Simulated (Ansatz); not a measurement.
AlPt, space group Pm-3m, an equation of state with a fit

With Ansatz 0.2.0, Python API.

The cells in order, each with its output:

**Cell 1**
```python
import warnings

import ansatz as az
from ase.eos import EquationOfState
from ase.units import GPa
import numpy as np
```

**Cell 2**
```python
vectors0 = np.array([
    [3.091546, 0.0, 0.0],
    [0.0, 3.091546, 0.0],
    [0.0, 0.0, 3.091546],
])
sites = [
    ("Al", (0.0, 0.0, 0.0)),
    ("Pt", (0.5, 0.5, 0.5)),
]
```

**Cell 3**
```python
def make_crystal(cell):
    crystal = az.Crystal(lattice=az.Lattice.of(cell))
    for symbol, position in sites:
        crystal = crystal.atom(symbol, position)
    return crystal
```

**Cell 4**
```python
warnings.simplefilter("ignore", az.DeckWarning)
```

**Cell 5**
```python
# scale the volume, keep shape and fractions
volumes, energies = [], []
for scale in np.linspace(0.94, 1.06, 7):
    cell = vectors0 * scale ** (1 / 3)
    calculation = make_crystal(cell).calculation()
    calculation = calculation.functional("r2scan")
    calculation = calculation.basis(550)
    calculation = calculation.occupations("Methfessel-Paxton", width=0.1).kpoints(9, 9, 9)
    report = calculation.run(threads=1, pin="off").report
    volumes.append(abs(np.linalg.det(cell)) / len(sites))
    energies.append(report["free_energy_ev"] / len(sites))
    print(f"V = {volumes[-1]:8.4f} A^3/atom  F = {energies[-1]:.5f} eV/atom")
```
Output:
```text
V =  13.8875 A^3/atom  F = -6539.57047 eV/atom
V =  14.1830 A^3/atom  F = -6539.58105 eV/atom
V =  14.4785 A^3/atom  F = -6539.58317 eV/atom
V =  14.7740 A^3/atom  F = -6539.57774 eV/atom
V =  15.0694 A^3/atom  F = -6539.56560 eV/atom
V =  15.3649 A^3/atom  F = -6539.54747 eV/atom
V =  15.6604 A^3/atom  F = -6539.52403 eV/atom
```

**Cell 6**
```python
eos = EquationOfState(volumes, energies, eos="sj")
v0, e0, bulk = eos.fit()
print(f"V0 = {v0:.4f} A^3/atom, E0 = {e0:.5f} eV/atom, B = {bulk / GPa:.1f} GPa")
```
Output:
```text
V0 = 14.4088 A^3/atom, E0 = -6539.58338 eV/atom, B = 204.8 GPa
```

A third-order Birch-Murnaghan fit through the 7 points (the script's own form differs a little) has its minimum at 14.41 Å³ an atom, 2.5 % below the typed cell, with a bulk modulus of 205 GPa and dB/dP = 4.7. From that minimum the energy rises by 12.9 meV an atom on the compressed side and 59.3 meV on the expanded side.

Notes:
- Total energies depend on the potentials; only differences at equal settings carry meaning.
- The mesh is modest for a metal, so energies can be off by several to tens of meV an atom and pressures by half a GPa or more; differences at equal mesh fare better.
- Spin-orbit coupling, which matters for elements this heavy, is left out.
- The structure comes from a database of computed cells and needn't be a stable or known phase.
- Run time: 12 s on 1 thread of Intel(R) Xeon(R) Processor @ 2.30GHz (shared host), peak memory 0.53 GiB.
